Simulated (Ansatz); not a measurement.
# P2C: what a guessed cell relaxes into, part 2 of 2

Where does this trial cell of P2C go when cell and atoms are let free?

Ansatz 0.2.0; DFT PBE, scalar-relativistic, plane waves, PAW. Earlier steps stand in the parts before.

### Step 5. Spin check on a coarse mesh

File input.yaml:

```yaml
crystal:
  lattice:
    - [0.0, 3.3912781417, 3.3912781417]
    - [3.3912781417, 0.0, 3.3912781417]
    - [3.3912781417, 3.3912781417, 0.0]
  atoms:
    - { symbol: P, position: [0.125, 0.125, 0.125] }
    - { symbol: P, position: [0.625, 0.125, 0.125] }
    - { symbol: P, position: [0.125, 0.125, 0.625] }
    - { symbol: P, position: [0.125, 0.625, 0.125] }
    - { symbol: C, position: [0.5, 0.5, 0.5], spin: 1.0 }
    - { symbol: C, position: [0.75, 0.75, 0.75], spin: 1.0 }
basis:
  ecutwfc: 420
kpoints:
  mp_grid: { grid: [4, 4, 4] }
hamiltonian:
  xc: pbe
scf:
  occupations: { method: gaussian, width: 0.1 }
  lower_state_search: "off"
output:
  forces: true
  stress: true
  eigenvalues: true
  populations: true
magnetization:
  spin_polarized: true
```

Launch:

```console
ansatz run input.yaml --threads 1 --pin off --max-ram 2560MiB --backend cpu --events-out ev --progress --plain --runs-dir out
```

Standard output (excerpt; [...] marks lines left out):

```text
[...]
SCF converged after 17 iterations
Magnetization: 0.5546 μB (14.2773 up, 13.7227 down)
Absolute magnetization: 0.5546 μB (∫|ρ↑−ρ↓|, with the PAW one-centre terms)
Spin contamination: 0.0066 ħ² per cell (⟨S²⟩ above its minimum at these occupations)
[...]
--- Löwdin populations: 6 sites ---
  site symbol       q [e]    m [muB]
     0      P      4.6755     0.0031
     1      P      4.6755     0.0031
     2      P      4.6755     0.0031
     3      P      4.6755     0.0031
     4      C      4.3652     0.2601
     5      C      4.3652     0.2601
  spilling = 0.020279 (of n_electrons = 28.000000)
```

Wall time 6.4 s (1 thread of Intel Xeon at 2.70GHz, shared host); peak memory 0.35 GiB.

By site:

| atom | moment in the atom's sphere (μB) | Löwdin electrons |
| --- | --- | --- |
| P1 | 0.01 | 4.68 |
| P2 | 0.01 | 4.68 |
| P3 | 0.01 | 4.68 |
| P4 | 0.01 | 4.68 |
| C5 | 0.22 | 4.37 |
| C6 | 0.22 | 4.37 |

The Löwdin counts miss 0.57 of the 28 electrons, which the atomic orbitals do not span, so they are no charges.

The same cell is solved with trial moments on C. The largest site moment that stays is 0.22 μB and the cell's total 0.55 μB. The workflow keeps spin only above 0.25 μB on a site, so the next run goes without spin, although a moment survived, so a magnetic state may lie a little lower.

### Step 6. Full relaxation

The end of the coarse run is made exact in the group found at a tolerance of 0.06 Å and reduced to its primitive cell.

File input.yaml:

```yaml
crystal:
  lattice:
    - [0.0, 3.3912781417, 3.3912781417]
    - [3.3912781417, 0.0, 3.3912781417]
    - [3.3912781417, 3.3912781417, 0.0]
  atoms:
    - { symbol: P, position: [0.125, 0.125, 0.125] }
    - { symbol: P, position: [0.625, 0.125, 0.125] }
    - { symbol: P, position: [0.125, 0.125, 0.625] }
    - { symbol: P, position: [0.125, 0.625, 0.125] }
    - { symbol: C, position: [0.5, 0.5, 0.5] }
    - { symbol: C, position: [0.75, 0.75, 0.75] }
basis:
  ecutwfc: 420
kpoints:
  mp_grid: { grid: [10, 10, 10] }
hamiltonian:
  xc: pbe
scf:
  occupations: { method: gaussian, width: 0.1 }
output:
  forces: true
  stress: true
  eigenvalues: true
  write_density: true
  write_potential: true
  elf: true
  volumetric_format: npy
relax:
  adjacent_minimum: "off"
  f_tol: 0.01
  max_steps: 80
  cell: { stress_tol: 0.05 }
```

Launch:

```console
ansatz run input.yaml --threads 1 --pin off --max-ram 2560MiB --backend cpu --events-out ev --progress --plain --runs-dir out
```

Standard output:

```text
Warning: RAYON_NUM_THREADS=1 ignored (pool sized by the plan → 1); use --threads N
[... 9 set-up lines as earlier in the session ...]
Crystal: 6 atoms, lattice volume = 78.005 Å³
Basis set: ecut = 420 eV, 1471 PW (Γ), exchange–correlation on 72×72×72 points (8 copies of the dense FFT grid, shifted against one another)
Bands: 20, of which v1, the nominal top of the filled ones, is band 14 counted from 1 (13 counted from 0)
[... 1 set-up line as earlier in the session ...]
Space group: Fd-3m (ITA 227), of the structure as read, at distance tolerance 4.3e-5 Å
k-points: 47 of 1000
[... 8 set-up lines as earlier in the session ...]
SCF iter   1: F=—  HF=-3510.659694 eV  |F-HF|=—  |Δ(HF+E_count)|=         —  Δρ=4.88e-3  dr2=4.44e-2  ethr=1.77e-3  ⟨swp⟩=6.1  Hψ=5510  notcnv=0
preconditioner: auto → Kerker (q_TF=auto, 2.300 Å⁻¹)  [metal: Δε(μ)=0.015 eV  Ē_g=8.067 eV  σ=0.100 eV  W_gap=0.09  n_scr=14 (ndim 8)  ℏωp=22.2 eV  f_vac=0.000  D(μ)=3.17/eV (n_scr^D=26)]
SCF iter   2: F=—  HF=-3510.655784 eV  |F-HF|=—  |Δ(HF+E_count)|=   3.91e-3  Δρ=2.97e-3  dr2=1.75e-2  ethr=1.59e-4  ⟨swp⟩=1.2  Hψ=1325  notcnv=0  defer=1
SCF iter   3: F=—  HF=-3510.653633 eV  |F-HF|=—  |Δ(HF+E_count)|=   2.15e-3  Δρ=5.63e-4  dr2=3.62e-4  ethr=6.25e-5  ⟨swp⟩=2.9  Hψ=1542  notcnv=0  defer=2
SCF iter   4: F=—  HF=-3510.653589 eV  |F-HF|=—  |Δ(HF+E_count)|=   4.41e-5  Δρ=1.19e-4  dr2=2.09e-5  ethr=1.29e-6  ⟨swp⟩=2.6  Hψ=1368  notcnv=0  defer=2
SCF iter   5: F=—  HF=-3510.653586 eV  |F-HF|=—  |Δ(HF+E_count)|=   3.27e-6  Δρ=2.27e-5  dr2=5.51e-7  ethr=7.47e-8  ⟨swp⟩=2.5  Hψ=1444  notcnv=0  defer=2
SCF iter   6: F=-3510.653586 eV  HF=-3510.653586 eV  |F-HF|=2.81e-8  |Δ(HF+E_count)|=   3.12e-9  Δρ=4.45e-6  dr2=4.24e-8  ethr=3.57e-10  ⟨swp⟩=12.4  Hψ=7131  notcnv=0
SCF 1 converged in 6 iterations: F = -3510.653586 eV  dr2 = 4.24e-8
relax step   1: F+E_penalty+E_count = -3510.65358554 eV  Δ(F+E_penalty+E_count) = +0.000e0 eV  max|allowed force component| = 4.626e-18 eV/Å  Δτ_max = 0.0000 Å  P = -0.415 GPa  Ω = 78.005 Å³  (6 SCF iters, dr2 threshold 1.00e-7 eV, accepted)
Crystal: 6 atoms, lattice volume = 77.820 Å³
[... 2 set-up lines as earlier in the session ...]
iter 1 solved again at ethr=4.56e-8 eV; its pass at ethr=3.10e-3 eV (dr2=1.28e-5 eV) is discarded
SCF iter   1: F=—  HF=-3510.654100 eV  |F-HF|=—  |Δ(HF+E_count)|=         —  Δρ=1.25e-4  dr2=1.70e-5  ethr=4.56e-8  ⟨swp⟩=2.0  Hψ=6050  notcnv=0
preconditioner: auto → Kerker (q_TF=auto, 2.301 Å⁻¹)  [metal: Δε(μ)=0.066 eV  Ē_g=8.049 eV  σ=0.100 eV  W_gap=0.35  n_scr=14 (ndim 8)  ℏωp=22.3 eV  f_vac=0.000  D(μ)=3.11/eV (n_scr^D=26)]
SCF iter   2: F=—  HF=-3510.654096 eV  |F-HF|=—  |Δ(HF+E_count)|=   3.99e-6  Δρ=7.53e-5  dr2=6.37e-6  ethr=4.56e-8  ⟨swp⟩=1.0  Hψ=940  notcnv=0
iter 3 did not close the SCF: its close was put off for the readings that it lacked (scf_convergence_deferred on its scf_iter line)
SCF iter   3: F=-3510.654094 eV  HF=-3510.654094 eV  |F-HF|=3.24e-10  |Δ(HF+E_count)|=   1.95e-6  Δρ=9.96e-6  dr2=4.90e-8  ethr=2.27e-8  ⟨swp⟩=2.0  Hψ=1554  notcnv=0
iter 4 did not close the SCF: its close was put off for the readings that it lacked (scf_convergence_deferred on its scf_iter line)
SCF iter   4: F=-3510.654094 eV  HF=-3510.654094 eV  |F-HF|=2.33e-9  |Δ(HF+E_count)|=   6.18e-9  Δρ=2.27e-6  dr2=6.12e-9  ethr=1.75e-10  ⟨swp⟩=2.1  Hψ=1559  notcnv=0
iter 5 did not close the SCF: its close was put off for the readings that it lacked (scf_convergence_deferred on its scf_iter line)
SCF iter   5: F=-3510.654094 eV  HF=-3510.654094 eV  |F-HF|=4.14e-11  |Δ(HF+E_count)|=  7.85e-10  Δρ=4.09e-7  dr2=1.74e-10  ethr=2.18e-11  ⟨swp⟩=2.5  Hψ=1628  notcnv=0
SCF iter   6: F=-3510.654094 eV  HF=-3510.654094 eV  |F-HF|=1.36e-12  |Δ(HF+E_count)|=  3.64e-12  Δρ=5.28e-8  dr2=1.63e-12  ethr=1.00e-12  ⟨swp⟩=4.9  Hψ=5266  notcnv=0
SCF 2 converged in 6 iterations: F = -3510.654094 eV  dr2 = 1.63e-12
relax step   2: F+E_penalty+E_count = -3510.65409383 eV  Δ(F+E_penalty+E_count) = -5.083e-4 eV  max|allowed force component| = 5.975e-17 eV/Å  Δτ_max = 0.0000 Å  P = -0.196 GPa  Ω = 77.820 Å³  energy of the carried Pulay correction = +1.556e-4 eV  (6 SCF iters, dr2 threshold 4.30e-7 eV, accepted)
Crystal: 6 atoms, lattice volume = 77.655 Å³
iter 1 solved again at ethr=3.40e-8 eV; its pass at ethr=3.10e-3 eV (dr2=9.52e-6 eV) is discarded
SCF iter   1: F=—  HF=-3510.654338 eV  |F-HF|=—  |Δ(HF+E_count)|=         —  Δρ=1.11e-4  dr2=1.28e-5  ethr=3.40e-8  ⟨swp⟩=2.0  Hψ=6025  notcnv=0
preconditioner: auto → Kerker (q_TF=auto, 2.302 Å⁻¹)  [metal: Δε(μ)=0.068 eV  Ē_g=8.060 eV  σ=0.100 eV  W_gap=0.36  n_scr=14 (ndim 8)  ℏωp=22.3 eV  f_vac=0.000  D(μ)=3.10/eV (n_scr^D=26)]
SCF iter   2: F=—  HF=-3510.654334 eV  |F-HF|=—  |Δ(HF+E_count)|=   3.23e-6  Δρ=6.63e-5  dr2=4.77e-6  ethr=3.40e-8  ⟨swp⟩=1.0  Hψ=940  notcnv=0
iter 3 did not close the SCF: its close was put off for the readings that it lacked (scf_convergence_deferred on its scf_iter line)
SCF iter   3: F=-3510.654333 eV  HF=-3510.654333 eV  |F-HF|=3.08e-10  |Δ(HF+E_count)|=   1.48e-6  Δρ=8.51e-6  dr2=3.53e-8  ethr=1.70e-8  ⟨swp⟩=2.0  Hψ=1554  notcnv=0
iter 4 did not close the SCF: its close was put off for the readings that it lacked (scf_convergence_deferred on its scf_iter line)
SCF iter   4: F=-3510.654333 eV  HF=-3510.654333 eV  |F-HF|=1.63e-9  |Δ(HF+E_count)|=   4.50e-9  Δρ=1.92e-6  dr2=4.30e-9  ethr=1.26e-10  ⟨swp⟩=2.1  Hψ=1568  notcnv=0
iter 5 did not close the SCF: its close was put off for the readings that it lacked (scf_convergence_deferred on its scf_iter line)
SCF iter   5: F=-3510.654333 eV  HF=-3510.654333 eV  |F-HF|=3.09e-11  |Δ(HF+E_count)|=  5.56e-10  Δρ=3.39e-7  dr2=1.23e-10  ethr=1.54e-11  ⟨swp⟩=2.5  Hψ=1625  notcnv=0
SCF iter   6: F=-3510.654333 eV  HF=-3510.654333 eV  |F-HF|=4.55e-13  |Δ(HF+E_count)|=  2.27e-12  Δρ=4.63e-8  dr2=1.25e-12  ethr=1.00e-12  ⟨swp⟩=4.9  Hψ=5196  notcnv=0
SCF 3 converged in 6 iterations: F = -3510.654333 eV  dr2 = 1.25e-12
relax step   3: F+E_penalty+E_count = -3510.65433282 eV  Δ(F+E_penalty+E_count) = -2.390e-4 eV  max|allowed force component| = 5.011e-17 eV/Å  Δτ_max = 0.0000 Å  P = +0.001 GPa  Ω = 77.655 Å³  energy of the carried Pulay correction = +2.944e-4 eV  (6 SCF iters, accepted)
[... 1 set-up line as earlier in the session ...]
iter 1 solved again at ethr=8.13e-7 eV; its pass at ethr=3.10e-3 eV (dr2=2.28e-4 eV) is discarded
SCF iter   1: F=—  HF=-3510.654033 eV  |F-HF|=—  |Δ(HF+E_count)|=         —  Δρ=1.11e-5  dr2=2.61e-8  ethr=8.13e-7  ⟨swp⟩=3.2  Hψ=7873  notcnv=0
eigensolver tolerance schedule: the retry pair's looser diagonalisation over-reported the residual by 8706.83 of it (diagonalisation noise at an unbounded share of the residual, at the tolerance the schedule requests for it); recorded, not acted on — ethr = c·dr2/N_el stays at c = 1.0e-1
preconditioner: auto → Kerker (q_TF=auto, 2.302 Å⁻¹)  [metal: Δε(μ)=0.069 eV  Ē_g=8.060 eV  σ=0.100 eV  W_gap=0.36  n_scr=14 (ndim 8)  ℏωp=22.3 eV  f_vac=0.000  D(μ)=3.10/eV (n_scr^D=26)]
SCF iter   2: F=—  HF=-3510.654032 eV  |F-HF|=—  |Δ(HF+E_count)|=   7.39e-7  Δρ=5.96e-6  dr2=7.11e-9  ethr=9.33e-11  ⟨swp⟩=2.9  Hψ=2110  notcnv=0
SCF iter   3: F=—  HF=-3510.654032 eV  |F-HF|=—  |Δ(HF+E_count)|=   1.47e-8  Δρ=5.73e-7  dr2=1.70e-10  ethr=2.54e-11  ⟨swp⟩=2.0  Hψ=1510  notcnv=0
iter 4 did not close the SCF: its close was put off for the readings that it lacked (scf_convergence_deferred on its scf_iter line)
SCF iter   4: F=-3510.654032 eV  HF=-3510.654032 eV  |F-HF|=6.37e-12  |Δ(HF+E_count)|=  5.23e-11  Δρ=2.65e-7  dr2=2.92e-11  ethr=1.00e-12  ⟨swp⟩=1.0  Hψ=941  notcnv=0
iter 5 did not close the SCF: its close was put off for the readings that it lacked (scf_convergence_deferred on its scf_iter line)
SCF iter   5: F=-3510.654032 eV  HF=-3510.654032 eV  |F-HF|=9.09e-13  |Δ(HF+E_count)|=  2.09e-11  Δρ=1.35e-8  dr2=9.95e-14  ethr=1.00e-12  ⟨swp⟩=1.0  Hψ=940  notcnv=0
iter 6 did not close the SCF: its close was put off for the readings that it lacked (scf_convergence_deferred on its scf_iter line)
SCF iter   6: F=-3510.654032 eV  HF=-3510.654032 eV  |F-HF|=9.09e-13  |Δ(HF+E_count)|=  1.82e-12  Δρ=3.77e-9  dr2=6.25e-15  ethr=1.00e-12  ⟨swp⟩=1.0  Hψ=940  notcnv=0
iter 7 did not close the SCF: its close was put off for the readings that it lacked (scf_convergence_deferred on its scf_iter line)
SCF iter   7: F=-3510.654032 eV  HF=-3510.654032 eV  |F-HF|=9.09e-13  |Δ(HF+E_count)|=  9.09e-13  Δρ=1.78e-9  dr2=3.08e-15  ethr=1.00e-12  ⟨swp⟩=1.0  Hψ=940  notcnv=0
SCF iter   8: F=-3510.654032 eV  HF=-3510.654032 eV  |F-HF|=9.09e-13  |Δ(HF+E_count)|=  4.55e-13  Δρ=7.40e-10  dr2=5.37e-16  ethr=1.00e-12  ⟨swp⟩=3.0  Hψ=3360  notcnv=0
SCF 4 converged in 8 iterations: F = -3510.654032 eV  dr2 = 5.37e-16
relax step   4: F+E_penalty+E_count = -3510.65403192 eV  Δ(F+E_penalty+E_count) = +3.009e-4 eV  max|allowed force component| = 4.318e-17 eV/Å  Δτ_max = 0.0000 Å  P = -0.005 GPa  Ω = 77.655 Å³  stress off target by 4.67e-3 GPa  SCF on the basis re-selected at this cell (its energy is not comparable with the rows above)  (8 SCF iters)
basis re-selected at this cell: Δ(F+E_penalty+E_count) = +3.009e-4 eV, ΔP = -0.006 GPa vs the last step (what re-selecting the basis moved, of the pressure what is left beyond the Pulay correction that the steps carried, after the strain that the cell walked since its last selection, with what the two solves' SCF thresholds leave and, on support functions, any second-order correction that the steps lacked; it is no measure of the basis error at this ecutwfc). This SCF's stress stands 4.67e-3 GPa from its target on what of the cell is left free (relax.cell.stress_tol is 5.00e-2 GPa) and its largest allowed force component is 4.32e-17 eV/Å (relax.f_tol is 1.00e-2 eV/Å): within both
SCF converged after 8 iterations
Free energy (F): -3510.654032 eV
Harris-Foulkes:  -3510.654032 eV  (|F-HF|=9.09e-13)
Internal energy: -3510.638535 eV  (E = F + TS)
E sigma→0 (E₀):  -3510.646284 eV
Entropy (-TS):   -0.015497 eV (-2.583 meV/atom)
Fermi energy:    9.684858 eV
--- Per-component energies (eV) ---
  E_band       = 90.100911
  E_kinetic    = 433.656581
  E_local      = -233.592183  (includes V_loc(G=0)·N_el)
  E_nonlocal   = 190.940162
  E_hartree    = 45.896268
  E_xc         = -336.425968
  E_vxc        = -355.097014  (∫ρ·V_xc dr)
  E_paw        = -2470.969999  (= ΣΔE_a)
  E_vpaw       = -37.599185  (= ΣTr[D̂ρ^β])
  E_aug_tail   = 0.000014  (compensation charges beyond the density's cutoff)
  E_ewald      = -1140.143410
  E_smearing   = -0.015497  (= −TS)
  E_closure    = 0.000000  (closes the sum)
  Σ components = -3510.654032   (vs F -3510.654032, Δ=0.00e0)
--- Forces (eV/Å), atoms counted from 1 ---
  atom   1  P      0.00000000    -0.00000000    -0.00000000
  atom   2  P     -0.00000000     0.00000000    -0.00000000
  atom   3  P     -0.00000000     0.00000000     0.00000000
  atom   4  P     -0.00000000     0.00000000    -0.00000000
  atom   5  C      0.00000000     0.00000000     0.00000000
  atom   6  C      0.00000000    -0.00000000    -0.00000000
  max |Σ_I F_I| component: 1.16e-17 eV/Å
--- Stress (GPa, compression-positive) ---
       -0.004668       0.000000       0.000000
        0.000000      -0.004668       0.000000
        0.000000       0.000000      -0.004668
  P = ⅓ Tr σ = -0.0047 GPa (-0.047 kbar)
--- Band table (eV; the first three rows and the last of 47) ---
  k-point 0: bands = ["-7.1630", "-0.3500", "0.6677", "1.4974", "1.4974", "1.4974", "2.1893", "3.3134", "3.3134", "3.3134", "6.4686", "6.4686", "7.4326", "7.4326", "7.4326", "11.7975", "11.7975", "11.7975", "15.1513", "16.0161"]
  k-point 1: bands = ["-7.0856", "-0.8012", "0.4429", "1.3803", "1.3803", "1.6744", "2.1077", "3.4911", "3.4911", "4.0049", "6.0850", "6.0850", "7.7194", "8.0334", "8.0334", "11.3101", "11.7244", "11.7244", "15.2787", "15.2787"]
  k-point 2: bands = ["-6.8579", "-1.7478", "0.0533", "1.1479", "1.1479", "1.7578", "2.3617", "3.7948", "3.7948", "5.4046", "5.8064", "5.8064", "8.4692", "9.0544", "9.0544", "10.2609", "11.4002", "11.4002", "14.1181", "14.1181"]
  k-point 46: bands = ["-4.6745", "-4.6745", "-1.5507", "-1.5507", "1.6860", "1.6860", "3.9840", "3.9840", "7.4284", "7.4284", "8.4111", "8.4111", "8.7765", "8.7765", "9.8211", "9.8211", "11.6087", "11.6087", "11.9684", "11.9684"]
--- Relaxed structure (3 steps of the walk, 3 accepted, 1 SCFs on fresh bases) ---
  F+E_penalty+E_count = -3510.65403192 eV   max|allowed force component| = 4.318e-17 eV/Å   (the final SCF, on the basis selected at the relaxed cell)
  cell:  # Å, volume = 77.6551 Å³
    - [6.354287193366864e-34, 3.3862054015710816, 3.3862054015710816]
    - [3.3862054015710816, 1.187958124153802e-33, 3.3862054015710816]
    - [3.3862054015710816, 3.3862054015710816, 2.2053407079876225e-33]
  atoms:
    - { symbol: P, position: [0.12500000000000003, 0.12500000000000003, 0.12500000000000003] }
    - { symbol: P, position: [0.625, 0.12500000000000006, 0.12500000000000006] }
    - { symbol: P, position: [0.12500000000000003, 0.12500000000000003, 0.6250000000000001] }
    - { symbol: P, position: [0.12500000000000006, 0.625, 0.12500000000000006] }
    - { symbol: C, position: [0.5000000000000001, 0.5000000000000001, 0.5000000000000001] }
    - { symbol: C, position: [0.7500000000000002, 0.7500000000000002, 0.7500000000000002] }
```

It took 22 s on 1 thread of Intel Xeon at 2.70GHz, shared host; peak memory 0.41 GiB.

The steps of the relaxation:

| step | energy from step 1 (eV/cell) | largest force component (eV/Å) | pressure (GPa) | volume (Å³) |
| --- | --- | --- | --- | --- |
| 1 | 0.0000 | 0.0000 | -0.41 | 78.00 |
| 2 | -0.0005 | 0.0000 | -0.20 | 77.82 |
| 3 | -0.0007 | 0.0000 | 0.00 | 77.66 |
| 4 | -0.0004 | 0.0000 | 0.00 | 77.66 |

Step 1 is the start. Step 4 repeats the geometry before it on a plane-wave basis chosen anew for that cell, so its energy need not be comparable with the rows above.

Lengths and angles in the start's conventional setting:

|  | before | after | change |
| --- | --- | --- | --- |
| a (Å) | 6.783 | 6.772 | -0.1 % |
| b (Å) | 6.783 | 6.772 | -0.1 % |
| c (Å) | 6.783 | 6.772 | -0.1 % |
| volume (Å³/atom) | 13.00 | 12.94 | -0.4 % |
| shortest distance (Å) | 2.398 | 2.394 | -0.1 % |
| space group (0.01 Å) | Fd-3m | Fd-3m | same |

Forces and stress were held to the start's 48 operations: a distortion of lower symmetry was not tested.

The maps below are laid out on this run's own conventional cell (a, b, c = 6.772, 6.772, 6.772 Å).

Density in a lattice plane of the grid's cell (edges 6.77 and 6.77 Å, at 0.125 of the third edge), which holds P.

Values in e/Å³, 12 rows by 12 columns:
```
0.58 0.26 0.19 0.14 0.11 0.17 0.28 0.21 0.19 0.50 0.41 0.42
0.50 0.19 0.21 0.28 0.18 0.11 0.14 0.19 0.26 0.58 0.44 0.41
0.24 0.14 0.28 0.47 0.28 0.14 0.24 0.50 0.58 0.52 0.58 0.50
0.14 0.11 0.18 0.28 0.21 0.19 0.50 0.41 0.44 0.58 0.26 0.19
0.28 0.17 0.11 0.14 0.19 0.26 0.58 0.42 0.41 0.50 0.19 0.21
0.49 0.28 0.14 0.24 0.50 0.58 0.51 0.58 0.50 0.24 0.14 0.28
0.28 0.21 0.19 0.50 0.41 0.42 0.58 0.26 0.19 0.14 0.11 0.17
0.14 0.19 0.26 0.58 0.44 0.41 0.50 0.19 0.21 0.28 0.18 0.11
0.24 0.50 0.58 0.52 0.58 0.50 0.24 0.14 0.28 0.47 0.28 0.14
0.50 0.41 0.44 0.58 0.26 0.19 0.14 0.11 0.18 0.28 0.21 0.19
0.58 0.42 0.41 0.50 0.19 0.21 0.28 0.17 0.11 0.14 0.19 0.26
0.51 0.58 0.50 0.24 0.14 0.28 0.49 0.28 0.14 0.24 0.50 0.58
```
Columns run along the first of these edges and rows up along the second, over one cell in 12 and 12 even steps from the bottom left corner. Atoms in the plane (fractional): P at (0.12, 0.12), P at (0.62, 0.62), P at (0.37, 0.38), P at (0.88, 0.88).

ELF in the same plane.

Values, 12 rows by 12 columns:
```
0.72 0.30 0.21 0.15 0.11 0.32 0.53 0.29 0.21 0.70 0.18 0.19
0.72 0.21 0.29 0.51 0.32 0.11 0.15 0.21 0.30 0.70 0.22 0.18
0.43 0.15 0.51 0.74 0.51 0.15 0.43 0.70 0.70 0.64 0.70 0.70
0.15 0.11 0.32 0.51 0.29 0.21 0.72 0.18 0.22 0.70 0.30 0.21
0.53 0.32 0.11 0.15 0.21 0.30 0.72 0.19 0.18 0.70 0.21 0.29
0.75 0.53 0.15 0.43 0.72 0.72 0.64 0.72 0.72 0.43 0.15 0.53
0.53 0.29 0.21 0.70 0.18 0.19 0.72 0.30 0.21 0.15 0.11 0.32
0.15 0.21 0.30 0.70 0.22 0.18 0.72 0.21 0.29 0.51 0.32 0.11
0.43 0.70 0.70 0.64 0.70 0.70 0.43 0.15 0.51 0.74 0.51 0.15
0.72 0.18 0.22 0.70 0.30 0.21 0.15 0.11 0.32 0.51 0.29 0.21
0.72 0.19 0.18 0.70 0.21 0.29 0.53 0.32 0.11 0.15 0.21 0.30
0.64 0.72 0.72 0.43 0.15 0.53 0.75 0.53 0.15 0.43 0.72 0.72
```
Columns run along the first of these edges and rows up along the second, over one cell in 12 and 12 even steps from the bottom left corner. Atoms in the plane (fractional): P at (0.12, 0.12), P at (0.62, 0.62), P at (0.37, 0.38), P at (0.88, 0.88).

Both are smooth fields of the valence electrons: close to the nuclei they are not physical.

Outside the cores ELF peaks at 0.84 in the shell around C, 0.7 Å from C; 0.82 on the P–P line, 0.8 Å from P.

### Step 7. Outcome

What follows sums up all 2 parts. Changes of volume or cell count from the first structure of part 1.

| quantity | value |
| --- | --- |
| symmetry at the end (tolerance 0.05 Å) | space group Fd-3m (No. 227) |
| conventional cell | a = 6.772 Å, b = 6.772 Å, c = 6.772 Å, α = 90.00°, β = 90.00°, γ = 90.00° |
| volume | 12.94 Å³/atom |
| energy over the elements, black P | +2.32 eV/atom |
| gap on the mesh | none (metal) |

In words: The space group Fd-3m (No. 227) is kept, and the volume per atom shrinks by 20.3 % from the first guess. The formation energy is positive, so the separate elements lie lower. No finished test with a distortion of lower symmetry is shown, so the end may be a saddle point. Other magnetic orders were not searched.
